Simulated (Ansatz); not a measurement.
**BGeH₂+ (triplet): from Hartree-Fock to the top rungs, cc-pVTZ**

The task here is to estimate one member of a computed series from the others.

The runs use Ansatz 0.2.0, Gaussian basis; cc-pVTZ, core rule «outside noble gas», up to 15 orbitals frozen.

To be run: UHF; CCSD(T) on ROHF; CCSD(T) on UHF; BCCD(T) on ROHF; CISD; CCSDT(Q) on ROHF; CCSDT(Q) on UHF; CASSCF and MRCISD+Q, 8 electrons in 10 orbitals; CASSCF and NEVPT2, 8 electrons in 10 orbitals.

15 further runs of the same task are left out: 2 for a known fault of the program, 3 that didn't finish, 10 set aside as unsound or not needed.

### What is computed

The geometry is a PBE0/def2-TZVP stationary point (not a proven minimum) of the parent state, kept for this charge and spin. No spin-orbit coupling is included. The filled d shell of Ge may be among the frozen orbitals whatever the setting's name suggests; the logs give the count.

4 atoms, charge 1, spin multiplicity 3.

Atoms are counted from 1 here; the program's logs count them from 0.

Bond lengths: Ge1–B2 1.885 Å, Ge1–H3 1.520 Å, Ge1–H4 1.520 Å. Angles: B2–Ge1–H3 120.2°, B2–Ge1–H4 120.2°, H3–Ge1–H4 119.5°.

The first run:

Input file in.yaml:

```yaml
crystal:
  periodic: [false, false, false]
  atoms:
    - {symbol: Ge, position_ang: [0.000000, 0.000000, -0.220401]}
    - {symbol: B, position_ang: [0.000000, 0.000000, 1.664781]}
    - {symbol: H, position_ang: [0.000000, 1.313392, -0.986177]}
    - {symbol: H, position_ang: [0.000000, -1.313392, -0.986177]}
basis:
  gaussian: {orbitals: cc-pVTZ}
total_charge: 1
magnetization: {spin_polarized: true, initial_magnetization: 2}
hamiltonian: {xc: hf}
output: {orbitals: {seedname: orbitals}}
```

Command:

```console
> ansatz run in.yaml --threads 1 --pin off --events-out ev --progress --plain --max-ram 8192MiB --backend cpu
```

Steps of the session up to this table: UHF; CCSD(T) on ROHF; CCSD(T) on UHF; BCCD(T) on ROHF; CISD; CCSDT(Q) on ROHF; CCSDT(Q) on UHF; CASSCF and MRCISD+Q, 8 electrons in 10 orbitals; CASSCF and NEVPT2, 8 electrons in 10 orbitals.

One table of the session follows, with a row left open; its other results are not shown here.

It belongs to the step «Misses and costs». 

```
          method  from UCCSDT(Q) (kcal/mol)
            ROHF                    +106.90
             UHF                          ?
            RMP2                     +24.08
            UMP2                     +24.03
            CISD                      +9.83
           RCCSD                      +4.60
           UCCSD                      +4.51
        RCCSD(T)                      +1.07
        UCCSD(T)                      +1.01
         BCCD(T)                      +1.01
          RCCSDT                      +0.21
          UCCSDT                      +0.16
       RCCSDT(Q)                      +0.06
       UCCSDT(Q)                          0
  CASSCF valence                     +63.27
  NEVPT2 valence                     +16.03
  MRCISD valence                      +3.85
MRCISD+Q valence                      +0.94
```

Estimate the missing values for UHF.

As computed: from UCCSDT(Q) (kcal/mol): +105.62. In the column «from UCCSDT(Q) (kcal/mol)» it lies between CASSCF valence (+63.27) and ROHF (+106.90).

Caveats from the session: Restricted and unrestricted rows rest on different reference determinants; where their highest levels disagree by more than a few hundredths of an eV, they describe different states and don't form one ladder.
